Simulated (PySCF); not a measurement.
# ZrO2: rigid scans about the minimum

How stiff is ZrO2 (singlet) against rigid distortions? The scans start from its r2SCAN minimum.

Program: PySCF 2.14.0. Level of theory: r2SCAN, basis Zr def2-TZVP with ECP28, O def2-TZVP, scalar-relativistic core potentials, no spin–orbit coupling, density fitting. These are calculated values, not measurements.

### Step 1. The starting structure

3 atoms, charge 0, spin multiplicity 1.

Bond lengths: Zr1–O2 1.773 Å, Zr1–O3 1.773 Å. Angles: O2–Zr1–O3 107.2°.

Z-matrix (Å, degrees; charge 0 multiplicity 1):
```
Zr
O  1 1.7728
O  1 1.7728 2 107.19
```

### Step 2. Breathing scan

One driver script runs all scans and calls PySCF for each point, on a (75, 302) grid.

Command:

```sh
> OMP_NUM_THREADS=2 python axn.py task.json out
```

A rigid scan with r2SCAN: all bonds to the central atom are scaled together. Each point starts from its neighbour's orbitals, and energies count from the minimum.

| scale of all bonds to the centre | energy (kJ/mol) | dipole size (D) |
| --- | --- | --- |
| 0.88 | 276.0 | 6.40 |
| 0.92 | 109.7 | 6.96 |
| 0.96 | 24.5 | 7.44 |
| 1.00 | 0.0 | 7.84 |
| 1.04 | 19.8 | 8.17 |
| 1.08 | 71.1 | 8.46 |
| 1.14 | 186.1 | 8.80 |
| 1.22 | 375.1 | 9.14 |
| 1.35 | 696.2 | 9.48 |

The scan took 32 s on 2 threads of Intel Xeon Platinum 8488C (Sapphire Rapids), shared host.

### Step 3. Stretching one bond

A rigid scan with r2SCAN: the bond from Zr to the last atom (O) is scaled and the rest held.

```csv
scale of one bond,energy (kJ/mol),dipole size (D)
0.92,49.7,7.48
0.96,11.1,7.66
1.00,0.0,7.84
1.05,13.6,8.06
1.12,64.8,8.36
1.20,146.3,8.63
1.35,312.5,8.98
1.55,502.1,9.15
1.80,666.6,9.16
2.20,811.4,9.01
```

The scan took 1.9 min.

A restricted determinant lies too high at long bonds, where the pair should uncouple.

### Step 4. Bending curve

A rigid scan with r2SCAN: the O–Zr–O angle changes, with bonds held.

```
bond angle (°)  energy (kJ/mol)  dipole size (D)
            80            109.4             8.56
            90             38.6             8.38
           100              6.3             8.10
           110              0.9             7.72
           120             17.1             7.21
           130             51.0             6.55
           140             98.5             5.72
           150            154.4             4.69
           160            210.5             3.42
           170            254.0             1.85
           180            271.1             0.00
```

The scan took 26 s.

### Step 5. Bend–stretch map

A rigid scan with r2SCAN: rows scale both bonds, columns set the O–Zr–O angle.

Energy (kJ/mol):

```
scale \ angle     90    105    120    135    150    165    180
         0.94   90.9   57.3   89.0  169.0  281.6  394.5  446.2
         0.97   49.5   13.3   36.6  103.7  198.9  293.5  336.4
         1.00   38.6    0.6   17.1   73.4  154.4  234.8  271.1
         1.03   51.8   12.7   23.5   70.8  140.3  209.5  240.9
         1.06   83.6   43.9   50.2   89.9  150.2  210.6  238.3
         1.10  147.3  107.5  109.1  140.8  191.1  242.6  266.8
```

The map took 1.7 min.

Best bond scale on the grid: 1.00 at 90°, 1.00 at 105°, 1.00 at 120°, 1.03 at 135°, 1.03 at 150°, 1.03 at 165°, 1.06 at 180°.

### Step 6. Map over both bonds

A rigid scan with r2SCAN: rows scale the first bond (Zr–O), columns the second (Zr–O).

Energy (kJ/mol):

| scale \ scale | 0.94 | 0.97 | 1.00 | 1.04 | 1.09 | 1.15 |
| --- | --- | --- | --- | --- | --- | --- |
| 0.94 | 58.4 | 35.1 | 26.4 | 32.1 | 58.9 | 109.1 |
| 0.97 | 35.1 | 13.4 | 6.1 | 13.4 | 42.1 | 94.3 |
| 1.00 | 26.4 | 6.1 | 0.0 | 9.0 | 39.5 | 93.5 |
| 1.04 | 32.1 | 13.4 | 9.0 | 19.9 | 52.6 | 108.9 |
| 1.09 | 58.9 | 42.1 | 39.5 | 52.6 | 87.7 | 146.6 |
| 1.15 | 109.1 | 94.3 | 93.5 | 108.9 | 146.6 | 208.1 |

The map took 90 s on 2 threads of Intel Xeon Platinum 8488C (Sapphire Rapids), shared host.

### Step 7. What came out

| quantity | value |
| --- | --- |
| all bonds 4 % longer | 19.8 kJ/mol |
| one bond 20 % longer | 146.3 kJ/mol |
| linear shape, bonds held | 271.1 kJ/mol |

**Reading.** The well is lopsided, 24.5 kJ/mol for 4 % shorter bonds against 19.8 for 4 % longer ones. Held rigid otherwise, the linear shape costs 271 kJ/mol.
